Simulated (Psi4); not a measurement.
**TiO2 (SMILES [O]=[Ti]=[O]) at TPSSh/aug-cc-pVDZ**

What is the vertical singlet–triplet gap of TiO2 at TPSSh/aug-cc-pVDZ? 

The results are computed with Psi4 1.11.

1 further run of the same task is left out (set aside as unsound or not needed).

### 1 Starting point

TiO2 has 3 atoms, charge 0, and is taken as a singlet. As SMILES, `[O]=[Ti]=[O]`. The shape is that of a PBE0-D4/def2-TZVP optimisation.

Bond lengths: O1–Ti2 1.628 Å, Ti2–O3 1.628 Å. Angles: O1–Ti2–O3 111.8°.

### 2 The energy at TPSSh/aug-cc-pVDZ

The input, o2ti.xyz:

```xyz
3
O2Ti
O      0.921000     0.928800     0.444600
Ti     0.135000    -0.492000     0.331600
O     -1.056100    -0.436800    -0.776200
```

The input, run.py:

```python
import psi4

psi4.set_memory('1600 MB')
psi4.set_num_threads(1)
psi4.core.set_output_file('output.dat', False)

with open('o2ti.xyz') as f:
    atoms = ''.join(f.readlines()[2:])
m = psi4.geometry('0 1\n' + atoms + 'symmetry c1\nno_reorient\nno_com')

psi4.set_options({
    'basis': 'aug-cc-pVDZ',
    'puream': True,
    'e_convergence': 1e-09,
    'd_convergence': 1e-08,
    'scf_type': 'pk',
    'dft_radial_points': 99,
    'dft_spherical_points': 590,
})

energy_value, wavefunction = psi4.energy("tpssh", molecule=m, return_wfn=True)
psi4.oeprop(wavefunction, "DIPOLE", "WIBERG_LOWDIN_INDICES", "QUADRUPOLE")
print('E =', round(energy_value, 9))
```

On the command line:

```bash
$ python run.py
```

output.dat:

```text
=> Loading Basis Set <=

    Name: AUG-CC-PVDZ
    Role: ORBITAL
    Keyword: BASIS

         ---------------------------------------------------------
                                   SCF
                              RKS Reference
                        1 Threads,   1525 MiB Core
         ---------------------------------------------------------

  ==> Geometry <==

    Molecular point group: c1
    Full point group: C1

    Geometry (in Angstrom), charge = 0, multiplicity = 1:

       Center              X                  Y                   Z               Mass
    ------------   -----------------  -----------------  -----------------  -----------------
         O            0.921000000000     0.928800000000     0.444600000000    15.994914619570
         TI           0.135000000000    -0.492000000000     0.331600000000    47.947941980000
         O           -1.056100000000    -0.436800000000    -0.776200000000    15.994914619570

  Running in c1 symmetry.

  Rotational constants: A =      0.81383  B =      0.29018  C =      0.21391 [cm^-1]
  Rotational constants: A =  24398.10477  B =   8699.23448  C =   6412.74613 [MHz]
  Nuclear repulsion =  127.009919010096439

  Charge       = 0
  Multiplicity = 1
  Electrons    = 38
  Nalpha       = 19
  Nbeta        = 19

  ==> Algorithm <==

  SCF Algorithm Type is PK.
  DIIS enabled.
  MOM disabled.
  Fractional occupation disabled.
  Guess Type is SAD.
  Energy threshold   = 1.00e-09
  Density threshold  = 1.00e-08
  Integral threshold = 1.00e-12

  ==> Primary Basis <==

  Basis Set: AUG-CC-PVDZ
    Blend: AUG-CC-PVDZ
    Number of shells: 37
    Number of basis functions: 105
    Number of Cartesian functions: 119
    Spherical Harmonics?: true
    Max angular momentum: 3

  ==> DFT Potential <==

   => LibXC <=

    Version 7.1.2

   => Composite Functional: TPSSH <=

    TPSSh Hyb-GGA Exchange-Correlation Functional

    Deriv               =              1
    GGA                 =           TRUE
    Meta                =           TRUE

    Exchange Hybrid     =           TRUE
    MP2 Hybrid          =          FALSE

   => Exchange Functionals <=

    0.9000   Tao, Perdew, Staroverov & Scuseria

   => Exact (HF) Exchange <=

    0.1000               HF

   => Correlation Functionals <=

    1.0000   Tao, Perdew, Staroverov & Scuseria

   => LibXC Density Thresholds  <==

    XC_HYB_MGGA_XC_TPSSH:  1.00E-15

   => Molecular Quadrature <=

    Radial Scheme          =       TREUTLER
    Pruning Scheme         =           NONE
    Nuclear Scheme         =       TREUTLER

    Blocking Scheme        =         OCTREE
    BS radius alpha        =              1
    Pruning alpha          =              1
    Radial Points          =             99
    Spherical Points       =            590
    Total Points           =         172292
    Total Blocks           =           1371
    Max Points             =            256
    Max Functions          =            105
    Weights Tolerance      =       1.00E-15

  ==> Integral Setup <==

  Using in-core PK algorithm.
   Calculation information:
      Number of atoms:                   3
      Number of AO shells:              37
      Number of primitives:            228
      Number of atomic orbitals:       119
      Number of basis functions:       105

      Integral cutoff                 1.00e-12
      Number of threads:                 1

  Performing in-core PK
  Using 30974790 doubles for integral storage.
  We computed 247252 shell quartets total.
  Whereas there are 247456 unique shell quartets.

  ==> DiskJK: Disk-Based J/K Matrices <==

    J tasked:                  Yes
    K tasked:                  Yes
    wK tasked:                  No
    Memory [MiB]:              927
    Schwarz Cutoff:          1E-12

  Cached 16.7% of DFT collocation blocks in 0.217 [GiB].

  Minimum eigenvalue in the overlap matrix is 5.0724841178E-05.
  Reciprocal condition number of the overlap matrix is 9.4416710781E-06.
    Using symmetric orthogonalization.

  ==> Pre-Iterations <==

  SCF Guess: Superposition of Atomic Densities via on-the-fly atomic UHF (no occupation information).

   -------------------------
    Irrep   Nso     Nmo
   -------------------------
     A        105     105
   -------------------------
    Total     105     105
   -------------------------

  ==> Iterations <==

                        Total Energy        Delta E     RMS |[F,P]|

   @RKS iter SAD:  -999.09651613672361   -9.99097e+02   0.00000e+00
   @RKS iter   1:  -999.25924572984536   -1.62730e-01   1.33171e-02 DIIS/ADIIS
   @RKS iter   2:  -980.11094924788756    1.91483e+01   5.79806e-02 DIIS/ADIIS
   @RKS iter   3:  -997.83280931715706   -1.77219e+01   1.97285e-02 DIIS/ADIIS
   @RKS iter   4:  -999.99422614511707   -2.16142e+00   2.66291e-03 DIIS/ADIIS
   @RKS iter   5: -1000.01406426298774   -1.98381e-02   1.68492e-03 DIIS/ADIIS
   @RKS iter   6: -1000.02253949956469   -8.47524e-03   7.95393e-04 DIIS/ADIIS
   @RKS iter   7: -1000.02479463632199   -2.25514e-03   2.39117e-04 DIIS/ADIIS
   @RKS iter   8: -1000.02468323234802    1.11404e-04   2.75985e-04 DIIS/ADIIS
   @RKS iter   9: -1000.02502903646212   -3.45804e-04   1.89486e-05 DIIS
   @RKS iter  10: -1000.02502957141360   -5.34951e-07   1.57548e-05 DIIS
   @RKS iter  11: -1000.02503060240360   -1.03099e-06   1.24759e-06 DIIS
   @RKS iter  12: -1000.02503060937534   -6.97173e-09   7.43131e-08 DIIS
   @RKS iter  13: -1000.02503060940762   -3.22871e-11   1.11523e-08 DIIS
   @RKS iter  14: -1000.02503060941035   -2.72848e-12   3.47580e-09 DIIS
  Energy and wave function converged.

  ==> Post-Iterations <==

   Electrons on quadrature grid:
      Ntotal   =   38.0000001660 ; deviation = 1.660e-07

    Orbital Energies [Eh]
    ---------------------

    Doubly Occupied:

       1A   -178.663842     2A    -19.756728     3A    -19.029232
       4A    -19.029215     5A    -16.451252     6A    -16.450910
       7A    -16.446560     8A     -2.329142     9A     -1.461546
      10A     -1.458915    11A     -1.450605    12A     -0.833544
      13A     -0.818118    14A     -0.320436    15A     -0.308295
      16A     -0.300866    17A     -0.284393    18A     -0.272503
      19A     -0.236911

    Virtual:

      20A     -0.112260    21A     -0.087410    22A     -0.082480
      23A     -0.018817    24A     -0.005536    25A      0.001763
      26A      0.004481    27A      0.017479    28A      0.021174
      29A      0.039339    30A      0.041594    31A      0.042180
      32A      0.044201    33A      0.046741    34A      0.050410
      35A      0.052927    36A      0.074794    37A      0.076144
      38A      0.118167    39A      0.138033    40A      0.140421
      41A      0.147754    42A      0.156333    43A      0.157665
      44A      0.176187    45A      0.217684    46A      0.228374
      47A      0.229715    48A      0.234892    49A      0.243532
      50A      0.246342    51A      0.249528    52A      0.256980
      53A      0.266276    54A      0.321039    55A      0.351457
      56A      0.367775    57A      0.370720    58A      0.390922
      59A      0.412783    60A      0.503530    61A      0.530536
      62A      0.664127    63A      0.671396    64A      0.712830
      65A      0.737835    66A      0.824948    67A      0.906993
      68A      0.907985    69A      0.928630    70A      0.963842
      71A      0.966524    72A      0.999390    73A      1.027312
      74A      1.027916    75A      1.073935    76A      1.101050
      77A      1.163935    78A      1.213468    79A      1.241185
      80A      1.251628    81A      1.261128    82A      1.268931
      83A      1.400461    84A      1.485078    85A      1.533419
      86A      1.677082    87A      1.762707    88A      1.798142
      89A      1.845192    90A      1.928816    91A      2.035110
      92A      2.192515    93A      2.197311    94A      2.483060
      95A      2.619741    96A      3.293858    97A      3.329679
      98A      3.334006    99A      3.346561   100A      3.373413
     101A      3.378740   102A      3.386453   103A      3.438048
     104A      3.681110   105A      3.760189

    Final Occupation by Irrep:
              A
    DOCC [    19 ]
    NA   [    19 ]
    NB   [    19 ]

  @RKS Final Energy: -1000.02503060941035

   => Energetics <=

    Nuclear Repulsion Energy =            127.0099190100964393
    One-Electron Energy =               -1625.7908349520585034
    Two-Electron Energy =                 552.3453528596386377
    DFT Exchange-Correlation Energy =     -53.5894675270868603
    Empirical Dispersion Energy =           0.0000000000000000
    VV10 Nonlocal Energy =                  0.0000000000000000
    Total Energy =                      -1000.0250306094103507

Computation Completed

Properties will be evaluated at   0.000000,   0.000000,   0.000000 [a0]

Properties computed using the SCF density matrix

 Multipole Moments:

 ------------------------------------------------------------------------------------
     Multipole            Electronic (a.u.)      Nuclear  (a.u.)        Total (a.u.)
 ------------------------------------------------------------------------------------

 L = 1.  Multiply by 2.5417464519 to convert [e a0] to [Debye]
 Dipole X            :         -2.9955779            3.5700706            0.5744927
 Dipole Y            :         10.9228320          -13.0164336           -2.0936016
 Dipole Z            :         -7.3619140            8.7728646            1.4109506
 Magnitude           :                                                    2.5892067

 ------------------------------------------------------------------------------------

	total time  =         83 seconds =       1.38 minutes

Properties will be evaluated at   0.000000,   0.000000,   0.000000 [a0]
OEProp: No title given, name of density matrix used for the following properties is 'SCF density'

 Multipole Moments:

 ------------------------------------------------------------------------------------
     Multipole            Electronic (a.u.)      Nuclear  (a.u.)        Total (a.u.)
 ------------------------------------------------------------------------------------

 L = 1.  Multiply by 2.5417464519 to convert [e a0] to [Debye]
 Dipole X            :         -2.9955779            3.5700706            0.5744927
 Dipole Y            :         10.9228320          -13.0164336           -2.0936016
 Dipole Z            :         -7.3619140            8.7728646            1.4109506
 Magnitude           :                                                    2.5892067

 L = 2.  Multiply by 1.3450342976 to convert [e a0^2] to [Debye ang]
 Quadrupole XX       :        -79.4225153           57.5286248          -21.8938905
 Quadrupole XY       :        -36.5460113           32.3988222           -4.1471891
 Quadrupole XZ       :        -41.8156676           38.6340054           -3.1816622
 Quadrupole YY       :        -66.9909429           49.1132740          -17.8776689
 Quadrupole YZ       :        -11.8433276            8.6657985           -3.1775292
 Quadrupole ZZ       :        -49.5140061           31.4979814          -18.0160247
 Traceless XX        :        -14.1133606           11.4819981           -2.6313625
 Traceless YY        :         -1.6817881            3.0666473            1.3848591
 Traceless ZZ        :         15.7951487          -14.5486453            1.2465033

 ------------------------------------------------------------------------------------

  Wiberg Bond Indices using Orthogonal Lowdin Orbitals:

  Irrep: 1 Size: 3 x 3

                 1                   2                   3

    1     0.00000000000000     3.53602965991164     0.20657306116878
    2     3.53602965991164     0.00000000000000     3.53622477949634
    3     0.20657306116878     3.53622477949634     0.00000000000000

  Atomic Valences:

 #  #
 Irrep: 1
      1:    3.742602721080421
      2:    7.072254439407981
      3:    3.742797840665121
```

On the terminal:

```text
E = -1000.025030609
```

Run time: 84 s. Hardware: 1 thread of Intel Xeon Platinum 8488C (Sapphire Rapids), shared host; peak memory 1.7 GiB.

(Part 1 of 2 ends here.)
